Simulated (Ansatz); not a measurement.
Runs of Ansatz 0.2.0 on Ge2Sb2Te5. Symmetry: P-3m1, No. 164, trigonal system. The conventional cell has a = 4.294 Å, b = 4.294 Å, c = 17.101 Å, α = 90.00°, β = 90.00°, γ = 120.00°. Around Te (site symmetry 3m) lie 3 Sb at 3.01 Å. Te (site symmetry 3m) has 3 Ge at 3.00 Å and 3 Sb at 3.20 Å as nearest neighbours. Te (site symmetry -3m) has 6 Ge at 3.04 Å as nearest neighbours. Sb (site symmetry 3m) has 6 Te at 3.01 to 3.20 Å as nearest neighbours. Ge (site symmetry 3m) has 6 Te at 3.00 to 3.04 Å as nearest neighbours. The cell comes from a database or a generator and needn't be the stable form of this composition.

```csv
task,level,cell,k mesh,target pressure (GPa),gap on the mesh (eV),pressure (GPa),largest force (eV/Å)
single point,PBE,strained by +2 %,5 × 5 × 2,-,(b),(a),0.13
relaxation of cell and atoms,PBEsol+D4,relaxed,7 × 7 × 2,-,none,0.0,-
relaxation of cell and atoms,PBE,relaxed to 2 GPa,5 × 5 × 2,2,(c),2.0,0.01
single point,PBE,strained by +4 %,5 × 5 × 2,-,0.06,0.4,0.15
```

Alike in all rows: potentials or basis Ansatz PAW; no spin polarisation; cutoff (eV) 420; smearing fermi-dirac 0.05 eV.

Question: Estimate the missing entries.

Answer: (a) 0.3; (b) 0.18; (c) 0.23.

Caveats: odd divisions of the mesh miss points on the zone boundary, where band edges often lie, so the gap on the mesh can be too wide (some runs); spin-orbit coupling is left out, which moves the levels of the heavy elements (some runs); the plane-wave basis is chosen anew once the cell has moved, so the energies of steps on either side of that aren't comparable (some runs); pairwise dispersion overbinds metals, which lowers pressure and volume (some runs); the PAW data sets come from PBE, with cores solved anew for the run's functional, which leaves a small shift of forces and pressure (some runs).

A k mesh can miss the band edges, and the runs leave out spin-orbit coupling on Ge, Sb, Te.

A gap of «none» marks a metal or a gap under the smearing width.
